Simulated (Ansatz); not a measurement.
# SiC (Moissanite 3C): a point defect seen from the nuclei (Nb on a C site)

Wanted: the field gradients around Nb on a C site in SiC (Moissanite 3C), cell charge +1, before and after the neighbours move. The cell is a supercell built from a COD entry. Planned: a single point, then a relaxation, then a check of n_extra_bands with xc.

Program: Ansatz 0.2.0. Level of theory: DFT, PBE, plane-wave PAW, default files, scalar-relativistic, as far as a step names no other. These are calculated values, not measurements.

## Step 1: The starting structure

It takes space group F-43m (No. 216, cubic). Conventional cell: a = 13.074 Å, b = 13.074 Å, c = 13.074 Å, α = 90.00°, β = 90.00°, γ = 90.00°. Si (site symmetry 3m) is surrounded by 1 Nb at 1.89 Å and 3 C at 1.89 Å. Si (site symmetry 2mm) has 4 C at 1.89 Å as nearest neighbours. Around Si (site symmetry m) lie 4 C at 1.89 Å. Si (site symmetry -43m) is surrounded by 4 C at 1.89 Å. Around Si (site symmetry 3m) lie 4 C at 1.89 Å. Around Nb (site symmetry -43m) lie 4 Si at 1.89 Å. Around C (site symmetry m) lie 4 Si at 1.89 Å. C (site symmetry 3m) has 4 Si at 1.89 Å as nearest neighbours. Only part of the 10 independent sites is listed.

Coordinates:

```
CELL_PARAMETERS angstrom
0.00000 6.53700 6.53700
6.53700 0.00000 6.53700
6.53700 6.53700 0.00000
ATOMIC_POSITIONS crystal
Si 0.00000 0.00000 0.00000
Si 0.00000 0.00000 0.33333
Si 0.00000 0.00000 0.66667
Si 0.00000 0.33333 0.00000
Si 0.00000 0.33333 0.33333
Si 0.00000 0.33333 0.66667
Si 0.00000 0.66667 0.00000
Si 0.00000 0.66667 0.33333
Si 0.00000 0.66667 0.66667
Si 0.33333 0.00000 0.00000
Si 0.33333 0.00000 0.33333
Si 0.33333 0.00000 0.66667
Si 0.33333 0.33333 0.00000
Si 0.33333 0.33333 0.33333
Si 0.33333 0.33333 0.66667
Si 0.33333 0.66667 0.00000
Si 0.33333 0.66667 0.33333
Si 0.33333 0.66667 0.66667
Si 0.66667 0.00000 0.00000
Si 0.66667 0.00000 0.33333
Si 0.66667 0.00000 0.66667
Si 0.66667 0.33333 0.00000
Si 0.66667 0.33333 0.33333
Si 0.66667 0.33333 0.66667
Si 0.66667 0.66667 0.00000
Si 0.66667 0.66667 0.33333
Si 0.66667 0.66667 0.66667
Nb 0.08333 0.08333 0.08333
C 0.08333 0.08333 0.41667
C 0.08333 0.08333 0.75000
C 0.08333 0.41667 0.08333
C 0.08333 0.41667 0.41667
C 0.08333 0.41667 0.75000
C 0.08333 0.75000 0.08333
C 0.08333 0.75000 0.41667
C 0.08333 0.75000 0.75000
C 0.41667 0.08333 0.08333
C 0.41667 0.08333 0.41667
C 0.41667 0.08333 0.75000
C 0.41667 0.41667 0.08333
C 0.41667 0.41667 0.41667
C 0.41667 0.41667 0.75000
C 0.41667 0.75000 0.08333
C 0.41667 0.75000 0.41667
C 0.41667 0.75000 0.75000
C 0.75000 0.08333 0.08333
C 0.75000 0.08333 0.41667
C 0.75000 0.08333 0.75000
C 0.75000 0.41667 0.08333
C 0.75000 0.41667 0.41667
C 0.75000 0.41667 0.75000
C 0.75000 0.75000 0.08333
C 0.75000 0.75000 0.41667
C 0.75000 0.75000 0.75000
```

Atom 28 of the input is the impurity.

## Step 2: Single point at the given positions

Contents of input.yaml:

```yaml
crystal:
  lattice:
    - [0.0, 6.537, 6.537]
    - [6.537, 0.0, 6.537]
    - [6.537, 6.537, 0.0]
  atoms:
    - { symbol: Si, position: [0.0, 0.0, 0.0] }
    - { symbol: Si, position: [0.0, 0.0, 0.3333333333] }
    - { symbol: Si, position: [0.0, 0.0, 0.6666666667] }
    - { symbol: Si, position: [0.0, 0.3333333333, 0.0] }
    - { symbol: Si, position: [0.0, 0.3333333333, 0.3333333333] }
    - { symbol: Si, position: [0.0, 0.3333333333, 0.6666666667] }
    - { symbol: Si, position: [0.0, 0.6666666667, 0.0] }
    - { symbol: Si, position: [0.0, 0.6666666667, 0.3333333333] }
    - { symbol: Si, position: [0.0, 0.6666666667, 0.6666666667] }
    - { symbol: Si, position: [0.3333333333, 0.0, 0.0] }
    - { symbol: Si, position: [0.3333333333, 0.0, 0.3333333333] }
    - { symbol: Si, position: [0.3333333333, 0.0, 0.6666666667] }
    - { symbol: Si, position: [0.3333333333, 0.3333333333, 0.0] }
    - { symbol: Si, position: [0.3333333333, 0.3333333333, 0.3333333333] }
    - { symbol: Si, position: [0.3333333333, 0.3333333333, 0.6666666667] }
    - { symbol: Si, position: [0.3333333333, 0.6666666667, 0.0] }
    - { symbol: Si, position: [0.3333333333, 0.6666666667, 0.3333333333] }
    - { symbol: Si, position: [0.3333333333, 0.6666666667, 0.6666666667] }
    - { symbol: Si, position: [0.6666666667, 0.0, 0.0] }
    - { symbol: Si, position: [0.6666666667, 0.0, 0.3333333333] }
    - { symbol: Si, position: [0.6666666667, 0.0, 0.6666666667] }
    - { symbol: Si, position: [0.6666666667, 0.3333333333, 0.0] }
    - { symbol: Si, position: [0.6666666667, 0.3333333333, 0.3333333333] }
    - { symbol: Si, position: [0.6666666667, 0.3333333333, 0.6666666667] }
    - { symbol: Si, position: [0.6666666667, 0.6666666667, 0.0] }
    - { symbol: Si, position: [0.6666666667, 0.6666666667, 0.3333333333] }
    - { symbol: Si, position: [0.6666666667, 0.6666666667, 0.6666666667] }
    - { symbol: Nb, position: [0.0833333333, 0.0833333333, 0.0833333333] }
    - { symbol: C, position: [0.0833333333, 0.0833333333, 0.4166666667] }
    - { symbol: C, position: [0.0833333333, 0.0833333333, 0.75] }
    - { symbol: C, position: [0.0833333333, 0.4166666667, 0.0833333333] }
    - { symbol: C, position: [0.0833333333, 0.4166666667, 0.4166666667] }
    - { symbol: C, position: [0.0833333333, 0.4166666667, 0.75] }
    - { symbol: C, position: [0.0833333333, 0.75, 0.0833333333] }
    - { symbol: C, position: [0.0833333333, 0.75, 0.4166666667] }
    - { symbol: C, position: [0.0833333333, 0.75, 0.75] }
    - { symbol: C, position: [0.4166666667, 0.0833333333, 0.0833333333] }
    - { symbol: C, position: [0.4166666667, 0.0833333333, 0.4166666667] }
    - { symbol: C, position: [0.4166666667, 0.0833333333, 0.75] }
    - { symbol: C, position: [0.4166666667, 0.4166666667, 0.0833333333] }
    - { symbol: C, position: [0.4166666667, 0.4166666667, 0.4166666667] }
    - { symbol: C, position: [0.4166666667, 0.4166666667, 0.75] }
    - { symbol: C, position: [0.4166666667, 0.75, 0.0833333333] }
    - { symbol: C, position: [0.4166666667, 0.75, 0.4166666667] }
    - { symbol: C, position: [0.4166666667, 0.75, 0.75] }
    - { symbol: C, position: [0.75, 0.0833333333, 0.0833333333] }
    - { symbol: C, position: [0.75, 0.0833333333, 0.4166666667] }
    - { symbol: C, position: [0.75, 0.0833333333, 0.75] }
    - { symbol: C, position: [0.75, 0.4166666667, 0.0833333333] }
    - { symbol: C, position: [0.75, 0.4166666667, 0.4166666667] }
    - { symbol: C, position: [0.75, 0.4166666667, 0.75] }
    - { symbol: C, position: [0.75, 0.75, 0.0833333333] }
    - { symbol: C, position: [0.75, 0.75, 0.4166666667] }
    - { symbol: C, position: [0.75, 0.75, 0.75] }
total_charge: 1
kpoints:
  mp_grid: { grid: [3, 3, 3] }
scf:
  occupations: { method: fermi_dirac, width: 0.01 }
hamiltonian:
  xc: pbe
  pseudopotentials: { kind: paw }
output:
  forces: true
  stress: true
  populations: true
  efg: { quadrupole_moments_barn: { Nb: -0.32 }, contact_densities: true }
```

Launch:

```console
ansatz run input.yaml --threads 1 --pin off --max-ram 3072MiB --backend cpu --events-out ev --progress --plain --runs-dir out
```

Output:

```text
Warning: RAYON_NUM_THREADS=1 ignored (pool sized by the plan → 1); use --threads N
Nb: output.efg is read without spin–orbit coupling, which moves field gradients at and beside such atoms by some per cent and up to a factor of two; PAW files take it under magnetization.noncollinear and magnetization.spin_orbit
Engine: ansatz 0.2.0, aarch64-unknown-linux-gnu
Pseudopotentials: kind: paw
Pseudopotential: Si, paw, valence charge 4, recommended cutoff 420 eV (normal), Si.paw.azcp
Pseudopotential: Nb, paw, valence charge 13, recommended cutoff 420 eV (normal), Nb.paw.azcp
Pseudopotential: C, paw, valence charge 4, recommended cutoff 420 eV (normal), C.paw.azcp
Functional definition: PBE
  parameter kappa = 0.804
  parameter beta = 0.06672455060314922
  exchange = pbe_x(kappa = kappa, mu = beta*pi^2/3)
  correlation = pbe_c(beta = beta)
Crystal: 54 atoms, lattice volume = 558.683 Å³
Basis set: ecut = 420 eV, 10969 PW (Γ), exchange–correlation on 128×128×128 points (8 copies of the dense FFT grid, shifted against one another)
Bands: 166, of which v1, the nominal top of the filled ones, is band 112 counted from 1 (111 counted from 0)
Symmetry: 24 space group operations
Space group: F-43m (ITA 216), of the structure as read, at distance tolerance 8.2e-5 Å
k-points: 4 of 27 (time reversal used)
Non-local potential: Si, projectors of the file, l = 0: 2, l = 1: 2, l = 2: 2
Non-local potential: Nb, projectors of the file, l = 0: 3, l = 1: 2, l = 2: 2, l = 3: 1
Non-local potential: C, projectors of the file, l = 0: 2, l = 1: 2, l = 2: 1
PAW form: soft (Blöchl's): semilocal exchange-correlation on the pseudo side does not see the compensation charge
PAW one-centre angular grid: Si, 110 points (default); XC on 64 Gauss nodes
PAW one-centre angular grid: Nb, 590 points (default); XC on 64 Gauss nodes
PAW one-centre angular grid: C, 110 points (default); XC on 64 Gauss nodes
Initial density: superposition of atomic densities (neutral atoms scaled as one to the charged cell's electrons: chi_scale 0, normalization atom), corrected by the library's trained network
Initial wavefunctions: pseudopotential atomic-orbital guess
Functional: x = pbe(κ = 0.804, μ = 0.2195149727645171), c = pbe(β = 0.06672455060314922)
SCF iter   1: F=—  HF=-28242.155027 eV  |F-HF|=—  |Δ(HF+E_count)|=         —  Δρ=1.02e-2  dr2=6.25e-1  ethr=1.77e-3  ⟨swp⟩=6.0  Hψ=3048  notcnv=0  defer=64
preconditioner: auto → Resta (q_TF=auto, 2.343 Å⁻¹)  ε∞=5.0  [insulator: Δε(μ)=0.066 eV  Ē_g=11.582 eV  σ=0.010 eV  W_gap=0.59  n_scr=112 (ndim 8)  ℏωp=23.1 eV  f_vac=0.000  D(μ)=47.27/eV (n_scr^D=536)  ε∞_Penn≈5.0]
SCF iter   2: F=—  HF=-28242.048205 eV  |F-HF|=—  |Δ(HF+E_count)|=   1.07e-1  Δρ=5.70e-3  dr2=2.25e-1  ethr=2.79e-4  ⟨swp⟩=1.8  Hψ=786  notcnv=0  defer=174
SCF iter   3: F=—  HF=-28242.007231 eV  |F-HF|=—  |Δ(HF+E_count)|=   4.10e-2  Δρ=7.48e-4  dr2=6.52e-3  ethr=1.00e-4  ⟨swp⟩=2.0  Hψ=958  notcnv=0  defer=185
SCF iter   4: F=—  HF=-28242.006826 eV  |F-HF|=—  |Δ(HF+E_count)|=   4.05e-4  Δρ=1.94e-4  dr2=2.70e-4  ethr=2.91e-6  ⟨swp⟩=2.0  Hψ=729  notcnv=0  defer=185
SCF iter   5: F=—  HF=-28242.006822 eV  |F-HF|=—  |Δ(HF+E_count)|=   3.93e-6  Δρ=5.04e-5  dr2=1.90e-5  ethr=1.20e-7  ⟨swp⟩=2.0  Hψ=892  notcnv=0  defer=185
SCF iter   6: F=—  HF=-28242.007055 eV  |F-HF|=—  |Δ(HF+E_count)|=   2.33e-4  Δρ=9.39e-6  dr2=4.40e-7  ethr=8.48e-9  ⟨swp⟩=2.2  Hψ=1067  notcnv=0  defer=185
SCF iter   7: F=-28242.007055 eV  HF=-28242.007055 eV  |F-HF|=7.79e-10  |Δ(HF+E_count)|=   2.02e-7  Δρ=1.70e-6  dr2=1.80e-8  ethr=4.46e-11  ⟨swp⟩=13.0  Hψ=3737  notcnv=0
SCF 1 converged in 7 iterations: F = -28242.007055 eV  dr2 = 1.80e-8
SCF converged after 7 iterations
Free energy (F): -28242.007055 eV
Harris-Foulkes:  -28242.007055 eV  (|F-HF|=7.79e-10)
Internal energy: -28241.995323 eV  (E = F + TS)
E sigma→0 (E₀):  -28242.001189 eV
Entropy (-TS):   -0.011732 eV (-0.217 meV/atom)
Fermi energy:    10.137048 eV
--- Per-component energies (eV) ---
[... 15 lines left out ...]
--- Forces (eV/Å), atoms counted from 1 ---
  atom   1  Si    -8.81128252    -8.81128252    -8.81128252
  atom   2  Si     8.81128252     8.81128252    -8.81128252
  atom   3  Si    -0.00000000     0.00000000    -0.79816536
  atom   4  Si     8.81128252    -8.81128252     8.81128252
  atom   5  Si     0.34353518    -0.07252877    -0.07252877
  atom   6  Si     0.07252877    -0.34353518    -0.07252877
[... 48 lines left out ...]
  max |Σ_I F_I| component: 5.50e-15 eV/Å
--- Stress (GPa, compression-positive) ---
       16.331337      -0.000000      -0.000000
       -0.000000      16.331337       0.000000
       -0.000000       0.000000      16.331337
  P = ⅓ Tr σ = 16.3313 GPa (163.313 kbar)
--- PAW observables at the nuclei: V_zz in 10²¹ V/m², potentials from the cell's mean, atoms counted from 1 ---
  atom   1  Si V_zz =    +0.579577   η = 0.0000   by run symmetry: allowed
            electrostatic potential = -1363.556402 V   contact ρ = 12812.545299 e/Å³
  atom   2  Si V_zz =    +0.579577   η = 0.0000   by run symmetry: allowed
            electrostatic potential = -1363.556402 V   contact ρ = 12812.545299 e/Å³
  atom   3  Si V_zz =    +1.276492   η = 0.0988   by run symmetry: allowed
            electrostatic potential = -1362.537730 V   contact ρ = 12807.233531 e/Å³
  atom   4  Si V_zz =    +0.579577   η = 0.0000   by run symmetry: allowed
            electrostatic potential = -1363.556402 V   contact ρ = 12812.545299 e/Å³
  atom   5  Si V_zz =    -0.350902   η = 0.4219   by run symmetry: allowed
            electrostatic potential = -1362.694176 V   contact ρ = 12806.973049 e/Å³
  atom   6  Si V_zz =    -0.350902   η = 0.4219   by run symmetry: allowed
            electrostatic potential = -1362.694176 V   contact ρ = 12806.973049 e/Å³
  atom   7  Si V_zz =    +1.276492   η = 0.0988   by run symmetry: allowed
            electrostatic potential = -1362.537730 V   contact ρ = 12807.233531 e/Å³
  atom   8  Si V_zz =    -0.350902   η = 0.4219   by run symmetry: allowed
            electrostatic potential = -1362.694176 V   contact ρ = 12806.973049 e/Å³
  atom   9  Si V_zz =    +1.276492   η = 0.0988   by run symmetry: allowed
            electrostatic potential = -1362.537730 V   contact ρ = 12807.233531 e/Å³
  atom  10  Si V_zz =    +0.579577   η = 0.0000   by run symmetry: allowed
            electrostatic potential = -1363.556402 V   contact ρ = 12812.545299 e/Å³
  atom  11  Si V_zz =    -0.350902   η = 0.4219   by run symmetry: allowed
            electrostatic potential = -1362.694176 V   contact ρ = 12806.973049 e/Å³
  atom  12  Si V_zz =    -0.350902   η = 0.4219   by run symmetry: allowed
            electrostatic potential = -1362.694176 V   contact ρ = 12806.973049 e/Å³
  atom  13  Si V_zz =    -0.350902   η = 0.4219   by run symmetry: allowed
            electrostatic potential = -1362.694176 V   contact ρ = 12806.973049 e/Å³
  atom  14  Si V_zz =    +0.000000   η = 0.0000   by run symmetry: forbidden
            electrostatic potential = -1362.802856 V   contact ρ = 12806.839550 e/Å³
  atom  15  Si V_zz =    -0.350902   η = 0.4219   by run symmetry: allowed
            electrostatic potential = -1362.694176 V   contact ρ = 12806.973049 e/Å³
  atom  16  Si V_zz =    -0.350902   η = 0.4219   by run symmetry: allowed
            electrostatic potential = -1362.694176 V   contact ρ = 12806.973049 e/Å³
  atom  17  Si V_zz =    -0.350902   η = 0.4219   by run symmetry: allowed
            electrostatic potential = -1362.694176 V   contact ρ = 12806.973049 e/Å³
  atom  18  Si V_zz =    +0.060065   η = 0.0000   by run symmetry: allowed
            electrostatic potential = -1362.798541 V   contact ρ = 12806.824697 e/Å³
  atom  19  Si V_zz =    +1.276492   η = 0.0988   by run symmetry: allowed
            electrostatic potential = -1362.537730 V   contact ρ = 12807.233531 e/Å³
  atom  20  Si V_zz =    -0.350902   η = 0.4219   by run symmetry: allowed
            electrostatic potential = -1362.694176 V   contact ρ = 12806.973049 e/Å³
  atom  21  Si V_zz =    +1.276492   η = 0.0988   by run symmetry: allowed
            electrostatic potential = -1362.537730 V   contact ρ = 12807.233531 e/Å³
  atom  22  Si V_zz =    -0.350902   η = 0.4219   by run symmetry: allowed
            electrostatic potential = -1362.694176 V   contact ρ = 12806.973049 e/Å³
  atom  23  Si V_zz =    -0.350902   η = 0.4219   by run symmetry: allowed
            electrostatic potential = -1362.694176 V   contact ρ = 12806.973049 e/Å³
  atom  24  Si V_zz =    +0.060065   η = 0.0000   by run symmetry: allowed
            electrostatic potential = -1362.798541 V   contact ρ = 12806.824697 e/Å³
  atom  25  Si V_zz =    +1.276492   η = 0.0988   by run symmetry: allowed
            electrostatic potential = -1362.537730 V   contact ρ = 12807.233531 e/Å³
  atom  26  Si V_zz =    +0.060065   η = 0.0000   by run symmetry: allowed
            electrostatic potential = -1362.798541 V   contact ρ = 12806.824697 e/Å³
  atom  27  Si V_zz =    +0.060065   η = 0.0000   by run symmetry: allowed
            electrostatic potential = -1362.798541 V   contact ρ = 12806.824697 e/Å³
  atom  28  Nb V_zz =    +0.000000   η = 0.0000   by run symmetry: forbidden   C_q = -0.0000 MHz
            electrostatic potential = -6140.200130 V   contact ρ = 540870.234837 e/Å³
  atom  29  C  V_zz =    +1.435952   η = 0.1465   by run symmetry: allowed
            electrostatic potential = -418.905084 V   contact ρ = 867.501373 e/Å³
  atom  30  C  V_zz =    +1.435952   η = 0.1465   by run symmetry: allowed
            electrostatic potential = -418.905084 V   contact ρ = 867.501373 e/Å³
  atom  31  C  V_zz =    +1.435952   η = 0.1465   by run symmetry: allowed
            electrostatic potential = -418.905084 V   contact ρ = 867.501373 e/Å³
  atom  32  C  V_zz =    -0.090440   η = 0.0000   by run symmetry: allowed
            electrostatic potential = -419.215568 V   contact ρ = 866.891253 e/Å³
  atom  33  C  V_zz =    +1.435952   η = 0.1465   by run symmetry: allowed
            electrostatic potential = -418.905084 V   contact ρ = 867.501373 e/Å³
  atom  34  C  V_zz =    +1.435952   η = 0.1465   by run symmetry: allowed
            electrostatic potential = -418.905084 V   contact ρ = 867.501373 e/Å³
  atom  35  C  V_zz =    +1.435952   η = 0.1465   by run symmetry: allowed
            electrostatic potential = -418.905084 V   contact ρ = 867.501373 e/Å³
  atom  36  C  V_zz =    -0.114010   η = 0.0000   by run symmetry: allowed
            electrostatic potential = -419.197142 V   contact ρ = 866.905656 e/Å³
  atom  37  C  V_zz =    +1.435952   η = 0.1465   by run symmetry: allowed
            electrostatic potential = -418.905084 V   contact ρ = 867.501373 e/Å³
  atom  38  C  V_zz =    -0.090440   η = 0.0000   by run symmetry: allowed
            electrostatic potential = -419.215568 V   contact ρ = 866.891253 e/Å³
  atom  39  C  V_zz =    +1.435952   η = 0.1465   by run symmetry: allowed
            electrostatic potential = -418.905084 V   contact ρ = 867.501373 e/Å³
  atom  40  C  V_zz =    -0.090440   η = 0.0000   by run symmetry: allowed
            electrostatic potential = -419.215568 V   contact ρ = 866.891253 e/Å³
  atom  41  C  V_zz =    -0.090440   η = 0.0000   by run symmetry: allowed
            electrostatic potential = -419.215568 V   contact ρ = 866.891253 e/Å³
  atom  42  C  V_zz =    -0.032420   η = 0.4877   by run symmetry: allowed
            electrostatic potential = -419.269632 V   contact ρ = 866.883326 e/Å³
  atom  43  C  V_zz =    +1.435952   η = 0.1465   by run symmetry: allowed
            electrostatic potential = -418.905084 V   contact ρ = 867.501373 e/Å³
  atom  44  C  V_zz =    -0.032420   η = 0.4877   by run symmetry: allowed
            electrostatic potential = -419.269632 V   contact ρ = 866.883326 e/Å³
  atom  45  C  V_zz =    -0.032420   η = 0.4877   by run symmetry: allowed
            electrostatic potential = -419.269632 V   contact ρ = 866.883326 e/Å³
  atom  46  C  V_zz =    +1.435952   η = 0.1465   by run symmetry: allowed
            electrostatic potential = -418.905084 V   contact ρ = 867.501373 e/Å³
  atom  47  C  V_zz =    +1.435952   η = 0.1465   by run symmetry: allowed
            electrostatic potential = -418.905084 V   contact ρ = 867.501373 e/Å³
  atom  48  C  V_zz =    -0.114010   η = 0.0000   by run symmetry: allowed
            electrostatic potential = -419.197142 V   contact ρ = 866.905656 e/Å³
  atom  49  C  V_zz =    +1.435952   η = 0.1465   by run symmetry: allowed
            electrostatic potential = -418.905084 V   contact ρ = 867.501373 e/Å³
  atom  50  C  V_zz =    -0.032420   η = 0.4877   by run symmetry: allowed
            electrostatic potential = -419.269632 V   contact ρ = 866.883326 e/Å³
  atom  51  C  V_zz =    -0.032420   η = 0.4877   by run symmetry: allowed
            electrostatic potential = -419.269632 V   contact ρ = 866.883326 e/Å³
  atom  52  C  V_zz =    -0.114010   η = 0.0000   by run symmetry: allowed
            electrostatic potential = -419.197142 V   contact ρ = 866.905656 e/Å³
  atom  53  C  V_zz =    -0.032420   η = 0.4877   by run symmetry: allowed
            electrostatic potential = -419.269632 V   contact ρ = 866.883326 e/Å³
  atom  54  C  V_zz =    -0.114010   η = 0.0000   by run symmetry: allowed
            electrostatic potential = -419.197142 V   contact ρ = 866.905656 e/Å³
--- Band table (eV) ---
[... 4 lines left out ...]
--- Löwdin populations: 54 sites ---
  site symbol       q [e]
[... 54 lines left out ...]
  spilling = 0.009782 (of n_electrons = 224.000000)
```

It took 74 s on 1 thread of Arm Neoverse V1, shared host; peak memory 1 GiB.

State: no gap over 0.1 eV on the mesh, largest force 15.262 eV/Å, pressure 16.3 GPa.

Like atoms gathered into sites:

```tsv
site	atoms	distance from the defect (Å)	V_zz (10²¹ V/m²)	η	C_Q (MHz)
Nb	28	0.00	0.00	–	0 (⁹³Nb)
Si1	1, 2, 4, 10	1.89	0.58	0.00	–
C29	29, 30, 31, 33, …	3.08	1.44	0.15	–
Si5	5, 6, 8, 11, …	3.61	-0.35	0.42	–
C42	42, 44, 45, 50, …	4.36	-0.032	0.49	–
Si3	3, 7, 9, 19, …	4.75	1.28	0.10	–
C36	36, 48, 52, 54	5.34	-0.11	0.00	–
C32	32, 38, 40, 41	5.34	-0.090	0.00	–
Si18	18, 24, 26, 27	5.66	0.060	0.00	–
Si14	14	5.66	0.00	–	–
```

C_Q = eQV_zz/h, which is 24.18 MHz for Q = 1 b and V_zz = 10²¹ V/m²; η = (V_xx − V_yy)/V_zz. Nuclear quadrupole moments: year-2017 set (Pyykkö). A dash under C_Q marks elements without a common quadrupolar isotope.

Direction of the V_zz axis (Cartesian unit vector):

```tsv
site	atom	x	y	z
Si1	1	0.58	0.58	0.58
Si3	3	0.71	0.71	0.00
Si5	5	-0.18	0.70	0.70
Si18	18	-0.58	0.58	0.58
C29	29	0.71	0.71	0.04
C32	32	-0.58	0.58	0.58
C36	36	-0.58	0.58	0.58
C42	42	0.71	-0.71	0.00
```

[end of part 1 of 3]
